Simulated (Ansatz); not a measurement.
# Ga₂GeH₆: up Jacob's ladder to CCSD(T)

One table from this session's results is given with a row withheld; the runs are named, their logs left out.

Method: functionals in def2-TZVPP, the program's frozen cores in correlated methods; program: Ansatz 0.2.0, Gaussian basis.

Levels to be run: LDA (SPW92), PBE-D4, revPBE-D4, BLYP-D4, r2SCAN-D4, B97M-V, PBE0-D4, B3LYP-D4, r2SCANh-D4, r2SCAN0-D4, HSE06-D4, BHLYP-D4, CAM-B3LYP-D4, LC-ωPBE, ωB97X-V, ωB97M-V, B2PLYP, PBE-QIDH; CCSD(T)/def2-SVP; CCSD(T)/def2-TZVPP; MP2/def2-QZVPP; extrapolation to the limit; RPA on PBE.

**Structure used throughout**

An earlier PBE0-D4 in a triple-zeta def2 set relaxation fixed the geometry.

9 atoms, charge 0, spin multiplicity 1.

Atoms are counted from 1 here; the program's logs count them from 0.

Bond lengths: Ga1–Ga2 2.457 Å, Ga1–H4 1.577 Å, Ga1–H5 1.577 Å, Ga2–Ge3 2.458 Å, Ga2–H6 1.580 Å, Ge3–H7 1.543 Å, Ge3–H8 1.541 Å, Ge3–H9 1.543 Å. Angles: Ga2–Ga1–H4 121.8°, Ga2–Ga1–H5 121.9°, H4–Ga1–H5 116.3°, Ga1–Ga2–Ge3 122.9°, Ga1–Ga2–H6 122.5°, Ge3–Ga2–H6 114.6°, Ga2–Ge3–H7 110.8°, Ga2–Ge3–H8 113.6°, Ga2–Ge3–H9 111.0°, H7–Ge3–H8 107.1°, H7–Ge3–H9 106.9°, H8–Ge3–H9 107.1°.

Set-up of the first run:

in.yaml

```yaml
crystal:
  periodic: [false, false, false]
  atoms:
    - {symbol: Ga, position_ang: [-1.800298, 0.657746, -1.502413]}
    - {symbol: Ga, position_ang: [-0.374079, 0.722901, 0.497223]}
    - {symbol: Ge, position_ang: [1.495378, -0.832845, 0.856073]}
    - {symbol: H, position_ang: [-3.098712, -0.235496, -1.568637]}
    - {symbol: H, position_ang: [-1.442717, 1.469380, -2.806934]}
    - {symbol: H, position_ang: [-0.585908, 1.775238, 1.656832]}
    - {symbol: H, position_ang: [2.829286, -0.067518, 0.981611]}
    - {symbol: H, position_ang: [1.668525, -1.861504, -0.278689]}
    - {symbol: H, position_ang: [1.308526, -1.627892, 2.164926]}
basis:
  gaussian: {orbitals: def2-TZVPP}
hamiltonian: {xc: lda}
output: {orbitals: {seedname: orbitals}}
```

Command:

```
> ansatz run in.yaml --threads 4 --pin off --events-out ev --progress --plain --max-ram 10444MiB
```

Among the steps run: LDA; PBE-D4 (GGA); revPBE-D4 (GGA); BLYP-D4 (GGA); r2SCAN-D4 (meta-GGA); B97M-V (meta-GGA); B3LYP-D4 (hybrid); r2SCANh-D4 (hybrid); r2SCAN0-D4 (hybrid); HSE06-D4 (hybrid); BHLYP-D4 (hybrid); CAM-B3LYP-D4 (range-separated); LC-ωPBE (range-separated); ωB97X-V (range-separated); ωB97M-V (range-separated); B2PLYP (double hybrid); PBE-QIDH (double hybrid).

One of the session's tables, all rows but one given; the rest of the session is left out.

It belongs to the step «Frontier levels by functional». 

```
  functional  HOMO (eV)  LUMO (eV)  gap (eV)
 LDA (SPW92)      -6.03      -3.22      2.81
      PBE-D4      -5.90      -3.00      2.90
   revPBE-D4      -5.85      -2.89      2.96
     BLYP-D4      -5.75      -2.92      2.83
   r2SCAN-D4      -6.14      -2.84      3.30
      B97M-V      -6.20      -3.03      3.17
     PBE0-D4      -6.85      -2.26      4.59
    B3LYP-D4          ?          ?         ?
  r2SCANh-D4      -6.49      -2.58      3.91
  r2SCAN0-D4      -7.01      -2.19      4.82
    HSE06-D4      -6.47      -2.63      3.84
    BHLYP-D4      -7.68      -1.51      6.17
CAM-B3LYP-D4      -8.00      -1.32      6.68
     LC-ωPBE      -9.25      -0.20      9.06
     ωB97X-V      -8.94      -0.36      8.59
     ωB97M-V      -8.77      -0.54      8.22
```

Estimate the missing values for B3LYP-D4.

Worked estimate for «HOMO (eV)». Against the share of exact exchange, BLYP-D4 (0, -5.75), BHLYP-D4 (0.5, -7.68) give a slope of -3.86 per unit share; at 0.2 the line stands at -6.52.

As computed: HOMO (eV): -6.66; LUMO (eV): -2.49; gap (eV): 4.17. In «HOMO (eV)» the line misses by +0.14.
